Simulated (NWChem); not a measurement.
# Al2Si2H6 (SMILES [SiH3][Al]1[AlH][SiH2]1) at 3 levels

Wanted: a comparison of 3 runs (HF/STO-3G, HF/3-21G, B3LYP/6-31G*) of Al2Si2H6. 

The calculation is run with NWChem 7.3.0.

## (1) The molecule

The species is Al2Si2H6 (10 atoms), meant as a singlet with charge 0. As SMILES, `[SiH3][Al]1[AlH][SiH2]1`. The coordinates come from a PBE0-D4/def2-TZVP relaxation.

Bond lengths: Si1–Al2 2.460 Å, Al2–Al3 2.479 Å, Al2–Si4 2.439 Å, Al3–Si4 2.343 Å, Si1–H5 1.491 Å, Si1–H6 1.491 Å, Si1–H7 1.490 Å, Al3–H8 1.585 Å, Si4–H9 1.581 Å, Si4–H10 1.500 Å. Some angles: Si1–Al2–Al3 164.4°, Si1–Al2–Si4 136.1°, Al3–Al2–Si4 56.9°, Al2–Al3–Si4 60.7°, Al2–Si4–Al3 62.4°, Al2–Si1–H5 110.3°, Al2–Si1–H6 111.0°, Al2–Si1–H7 111.8°, Al2–Al3–H8 149.8°, Si4–Al3–H8 135.8°.

## (2) Energy and gradient at HF/STO-3G (run 1)

al2h6si2.xyz

```xyz
10
Al2H6Si2
Si    -1.426500     1.264600    -1.412100
Al    -0.140100    -0.429800    -0.177000
Al     0.542000    -2.376000     1.198900
Si     1.875500    -0.449300     1.195500
H     -1.958600     0.687200    -2.679200
H     -2.589700     1.742300    -0.611500
H     -0.589800     2.446700    -1.761500
H      0.798300    -3.933700     1.336500
H      0.619900     0.509800     1.257200
H      2.952200     0.487100     1.656400
```

run.py

```python
from ase.io import read
from ase.calculators.nwchem import NWChem

mol = read('al2h6si2.xyz')

calc = NWChem(
    label='al2h6si2',
    theory='scf',
    memory='2200 mb',
    basis='STO-3G',
    basispar='spherical bse',
    scf={'nopen': '0', 'rhf': None, 'thresh': '1e-08', 'maxiter': '80'},
)
mol.calc = calc

forces = mol.get_forces()
print(f"energy = {mol.get_potential_energy():.6f} eV")
print("forces (eV/A):")
for s, f in zip(mol.symbols, forces):
    print(f"{s:2s} {f[0]:10.5f} {f[1]:10.5f} {f[2]:10.5f}")
print("dipole (e A):", mol.get_dipole_moment().round(4))
```

Started as:

```bash
$ export ASE_NWCHEM_COMMAND="nwchem PREFIX.nwi > PREFIX.nwo"
$ python run.py
```

The program printed:

```text
energy = -28641.532606 eV
forces (eV/A):
Si    0.43914   -0.76382    0.53026
Al    1.39683   -0.57850    0.71086
Al    0.26919    1.92010   -0.37158
Si   -1.74347   -0.07688   -1.67142
H     0.49252    0.87227    1.35713
H     1.22924   -0.37482   -1.08105
H    -1.11766   -1.22482    0.27984
H    -0.22687    1.98402   -0.37183
H     0.47781   -0.83221    0.75488
H    -1.21670   -0.92544   -0.13709
dipole (e A): [-0.2441 -0.4953  0.0542]
```

The calculator wrote al2h6si2.nwi:

```
title "al2h6si2"

permanent_dir al2h6si2

scratch_dir al2h6si2

start al2h6si2

geometry units angstrom nocenter noautosym noautoz
  Si -1.4265000000000001e+00 1.2645999999999999e+00 -1.4120999999999999e+00
  Al -1.4010000000000000e-01 -4.2980000000000002e-01 -1.7699999999999999e-01
  Al 5.4200000000000004e-01 -2.3759999999999999e+00 1.1989000000000001e+00
  Si 1.8754999999999999e+00 -4.4929999999999998e-01 1.1955000000000000e+00
  H  -1.9585999999999999e+00 6.8720000000000003e-01 -2.6791999999999998e+00
  H  -2.5897000000000001e+00 1.7423000000000000e+00 -6.1150000000000004e-01
  H  -5.8979999999999999e-01 2.4466999999999999e+00 -1.7615000000000001e+00
  H  7.9830000000000001e-01 -3.9337000000000000e+00 1.3365000000000000e+00
  H  6.1990000000000001e-01 5.0980000000000003e-01 1.2572000000000001e+00
  H  2.9521999999999999e+00 4.8709999999999998e-01 1.6564000000000001e+00
end

memory 2200 mb

basis spherical bse noprint
   * library STO-3G
end

scf
  nopen 0
  rhf
  thresh 1e-08
  maxiter 80
end

task scf gradient
```

al2h6si2.nwo:

```text
Northwest Computational Chemistry Package (NWChem) 7.3.0
             --------------------------------------------------------

           Job information
           ---------------

    nwchem branch   = 7.3.0
    use scalapack   = T
    input           = al2h6si2.nwi
    prefix          = al2h6si2.
    data base       = al2h6si2/al2h6si2.db
    status          = startup
    nproc           =        1

           Memory information
           ------------------

    heap     =     72089596 doubles =      550.0 Mbytes
    stack    =     72089601 doubles =      550.0 Mbytes
    global   =    144179200 doubles =     1100.0 Mbytes (distinct from heap & stack)
    total    =    288358397 doubles =     2200.0 Mbytes
    verify   = yes
    hardfail = no

[... 137 lines left out ...]
 Convergence threshold     :          1.000E-08
[... 13 lines left out ...]
       Final RHF  results
[... 3 lines left out ...]
      One-electron energy =  -1995.129854255362
[... 1 line left out ...]
 Nuclear repulsion energy =    261.620458042955
[... 48 lines left out ...]
                       ROHF Final Molecular Orbital Analysis
[... 200 lines left out ...]
                         RHF ENERGY GRADIENTS

    atom               coordinates                        gradient
                 x          y          z           x          y          z
   1 Si     -2.695694   2.389747  -2.668482   -0.008540   0.014854  -0.010312
   2 Al     -0.264751  -0.812204  -0.334481   -0.027164   0.011250  -0.013824
   3 Al      1.024231  -4.489989   2.265592   -0.005235  -0.037340   0.007226
[... 6 lines of this table left out ...]
  10 H       5.578849   0.920486   3.130142    0.023661   0.017997   0.002666

                 ----------------------------------------
                 |  Time  |  1-e(secs)   |  2-e(secs)   |
                 ----------------------------------------
                 |  CPU   |       0.00   |       1.02   |
                 ----------------------------------------
                 |  WALL  |       0.00   |       1.02   |
                 ----------------------------------------

 Task  times  cpu:        6.3s     wall:        6.3s
 Total times  cpu:        6.4s     wall:        6.4s
```

It took 7.8 s on 1 thread of Intel Xeon Platinum 8259CL at 2.50GHz (Skylake/Cascade Lake), shared host; peak memory 0.099 GiB.

## (3) Energy and forces at HF/3-21G (run 2)

job.nw

```
start job
memory 2200 mb
charge 0

geometry units au noautosym nocenter noautoz
  Si -2.69569432  2.38974766 -2.66848226
  Al -0.26475063 -0.81220429 -0.33448152
  Al  1.02423156 -4.48998927  2.26559265
  Si  3.54418135 -0.84905395  2.25916758
  H  -3.70121759  1.29861979 -5.06295423
  H  -4.89382374  3.29246983 -1.15556753
  H  -1.11456047  4.62359291 -3.32875257
  H   1.50856837 -7.43361566  2.52561897
  H   1.17144122  0.96338238  2.37576368
  H   5.57884947  0.92048560  3.13014235
end

basis spherical bse
  * library 3-21G
end

scf
  thresh 1e-08
  maxiter 80
  noprint "final vectors analysis"
end

task scf gradient
```

Started as:

```bash
$ nwchem job.nw > job.out
```

The program printed:

```text
[...]
  functions       =    64
[...]
  wavefunction    = RHF
[...]
         Total SCF energy =  -1059.377658200234
      One-electron energy =  -1994.211006903988
      Two-electron energy =    673.212909513545
 Nuclear repulsion energy =    261.620439190209
        Time for solution =      6.4s
[...]
                         RHF ENERGY GRADIENTS
    atom               coordinates                        gradient
                 x          y          z           x          y          z
   1 Si     -2.695694   2.389748  -2.668482    0.000713  -0.000421   0.002202
   2 Al     -0.264751  -0.812204  -0.334482    0.014498  -0.002708   0.011410
   3 Al      1.024232  -4.489989   2.265593    0.005789   0.011671  -0.001002
   4 Si      3.544181  -0.849054   2.259168   -0.022910  -0.015088  -0.009336
   5 H      -3.701218   1.298620  -5.062954    0.000093   0.000325   0.000601
   6 H      -4.893824   3.292470  -1.155568    0.000222   0.000182  -0.000792
   7 H      -1.114560   4.623593  -3.328753   -0.000645  -0.000092  -0.000055
   8 H       1.508568  -7.433616   2.525619   -0.000216   0.001591  -0.000901
   9 H       1.171441   0.963382   2.375764    0.001881   0.000199  -0.003706
  10 H       5.578849   0.920486   3.130142    0.000574   0.004343   0.001579
[...]
```

It took 8.7 s on 1 thread of Intel Xeon Platinum 8259CL at 2.50GHz (Skylake/Cascade Lake), shared host; peak memory 0.099 GiB.

## (4) Energy and gradient at B3LYP/6-31G(d) (Cartesian functions) (run 3)

run.xyz

```xyz
10
Al2H6Si2
Si    -1.426500     1.264600    -1.412100
Al    -0.140100    -0.429800    -0.177000
Al     0.542000    -2.376000     1.198900
Si     1.875500    -0.449300     1.195500
H     -1.958600     0.687200    -2.679200
H     -2.589700     1.742300    -0.611500
H     -0.589800     2.446700    -1.761500
H      0.798300    -3.933700     1.336500
H      0.619900     0.509800     1.257200
H      2.952200     0.487100     1.656400
```

run.nw

```
start run
title "Al2H6Si2"
memory total 2200 mb
geometry units angstrom noautosym nocenter noautoz
   load format xyz run.xyz
end
basis cartesian
   * library 6-31G*
end
dft
   xc b3lyp
   grid xfine
   convergence energy 1e-08
   maxiter 100
   mulliken
end
task dft gradient
```

Started as:

```bash
$ nwchem run.nw > run.out
```

The program printed:

```text
[...]
          Wavefunction type:  closed shell.
          No. of atoms     :    10
          No. of electrons :    60
[...]
          Charge           :     0
          Spin multiplicity:     1
[...]
          AO basis - number of functions:    88
[...]
              XC Information
              --------------
                         B3LYP Method XC Potential
                     Hartree-Fock (Exact) Exchange  0.200
                        Slater Exchange Functional  0.800 local
                    Becke 1988 Exchange Functional  0.720 non-local
              Lee-Yang-Parr Correlation Functional  0.810
                  VWN I RPA Correlation Functional  0.190 local
[...]
 d= 0,ls=0.0,diis     1  -1067.3715287526 -1.33D+03  1.08D-02  3.30D-01     8.2
[...]
 d= 0,ls=0.0,diis    10  -1067.4080719770 -1.28D-09  6.85D-07  5.85D-10    69.9
         Total DFT energy =    -1067.408071976970
      One electron energy =    -2001.646325240714
           Coulomb energy =      753.990893505314
    Exchange-Corr. energy =      -81.373098284525
 Nuclear repulsion energy =      261.620458042955
[...]
  wavefunction    = closed shell
                         DFT ENERGY GRADIENTS
    atom               coordinates                        gradient
                 x          y          z           x          y          z
   1 Si     -2.695694   2.389747  -2.668482    0.000346  -0.000014   0.000071
   2 Al     -0.264751  -0.812204  -0.334481    0.002746   0.000559   0.003685
   3 Al      1.024231  -4.489989   2.265592    0.002479   0.002781  -0.001961
   4 Si      3.544181  -0.849054   2.259167   -0.004763  -0.002036  -0.001322
   5 H      -3.701217   1.298620  -5.062954    0.000382  -0.000215   0.000594
   6 H      -4.893823   3.292470  -1.155567    0.000603  -0.000587   0.000150
   7 H      -1.114560   4.623593  -3.328752    0.000083  -0.000672   0.000363
   8 H       1.508568  -7.433615   2.525619   -0.000622   0.001104   0.000341
   9 H       1.171441   0.963382   2.375764   -0.000748  -0.000305  -0.001492
  10 H       5.578849   0.920486   3.130142   -0.000506  -0.000616  -0.000428
[...]
```

It took 86 s on 1 thread of Intel Xeon Platinum 8259CL at 2.50GHz (Skylake/Cascade Lake), shared host; peak memory 0.16 GiB.

## (5) Overview of the runs

| run | level | Cartesian functions | iteration cap | energy (Eh) | dipole moment (D) | HOMO energy (eV) | LUMO energy (eV) | wall time |
| --- | --- | --- | --- | --- | --- | --- | --- | --- |
| 1 | HF/STO-3G | no | 80 | -1052.556918 | 2.67 | -2.93 | 7.23 | 7.8 s |
| 2 | HF/3-21G | no | 80 | -1059.377658 | 1.04 | – | – | 8.7 s |
| 3 | B3LYP/6-31G* (Cartesian functions) | yes | 100 | -1067.408072 | 0.28 | -5.90 | -1.90 | 86 s |

## (6) Summary of results

```
                       quantity           value
            run 3: total energy  -1067.40807 Eh
           run 3: dipole moment          0.28 D
             run 3: HOMO energy        -5.90 eV
             run 3: LUMO energy        -1.90 eV
           run 3: HOMO–LUMO gap         4.00 eV
run 3: largest force on an atom      0.275 eV/Å
```

**Reading.** The dipole moment (its size) runs from 0.28 D (B3LYP/6-31G*) to 2.67 D (HF/STO-3G). The two ends differ in method and basis. In run 1 the basis is minimal, so the values are rough. All runs together took 1.7 min, the longest 86 s.
